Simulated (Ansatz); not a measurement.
This script drives the Python package of Ansatz (0.2.0).

`bde_bbrh4osi.py`:
```python
import logging
import sys

import ansatz as az

logging.basicConfig(stream=sys.stdout, format="%(levelname)s:%(name)s:%(message)s")
logger = logging.getLogger("ansatz_job")
logger.setLevel(logging.INFO)


def total_energy(molecule, charge=0, unpaired=0):
    calc = molecule.calculation().basis(gaussian="def2-SVP").functional("r2scan", dispersion="d3bj")
    if charge:
        calc = calc.charge(charge)
    if unpaired:
        calc = calc.spin("collinear", total=unpaired)
    report = calc.run().report
    if report["published_state_doubts"]:
        print("  doubts:", report["published_state_doubts"])
    return report["free_energy_ev"]

def without(molecule, index):
    rest = az.Crystal.molecule()
    for i, site in enumerate(molecule.cartesian_sites):
        if i != index:
            rest = rest.atom(site.symbol, site.position_ang)
    return rest

geometry = (
    az.Crystal.molecule()
    .atom("B", [-0.3903, 1.4044, -0.1461])
    .atom("O", [-0.2456, 0.2642, -0.9958])
    .atom("Si", [0.2428, -0.9722, 0.064])
    .atom("Br", [0.6927, -2.8591, -1.097])
    .atom("H", [0.448, 2.2097, -0.0169])
    .atom("H", [-1.5007, 1.6891, 0.3094])
    .atom("H", [1.563, -0.5839, 0.736])
    .atom("H", [-0.7177, -1.2093, 1.0906])
)

whole = total_energy(geometry, 0)
hydrogen = total_energy(az.Crystal.molecule().atom("H", (0, 0, 0)), 0, 1)
logger.info(f"E(molecule) = {whole:.5f} eV, E(H) = {hydrogen:.5f} eV")
for index in [5, 7]:
    radical = total_energy(without(geometry, index), 0, 1)
    logger.info(f"H{index}: homolysis {96.485332 * (radical + hydrogen - whole):.1f} kJ/mol")
    anion = total_energy(without(geometry, index), -1)
    logger.info(f"H{index}: loss of a proton {96.485332 * (anion - whole):.1f} kJ/mol")
```

It is started by `python bde_bbrh4osi.py`. Estimate its wall time and peak memory on 1 thread of Arm Neoverse V1, with other jobs on the host.

It took about 42 s, with a peak of 0.24 GiB, for 6 runs of the engine.

```console
$ python bde_bbrh4osi.py
DeckWarning: the engine holds no damping parameters fitted to this dispersion correction and functional, so the run takes those fitted to r2scan beside the three-body term, which d3bj leaves out (hamiltonian.dispersion, under Limitations)
INFO:ansatz_job:E(molecule) = -80698.98406 eV, E(H) = -13.58417 eV
INFO:ansatz_job:H5: homolysis 423.1 kJ/mol
INFO:ansatz_job:H5: loss of a proton 1752.9 kJ/mol
INFO:ansatz_job:H7: homolysis 372.0 kJ/mol
INFO:ansatz_job:H7: loss of a proton 1572.4 kJ/mol
```
(Warnings from the package without file and line.)

Reading the output:
- These settings explore the input space; basis and method may be short of convergence.
- The geometry is a force-field or estimated start, not a minimum of this method, and the basis set is short of its limit. All parts are taken at fixed geometry, without zero-point energy.
- The spin-orbit lowering of heavy atoms is left out.
- Anions want diffuse functions, which this basis lacks.
- A dispersion term here runs with damping parameters fitted for another variant or functional.
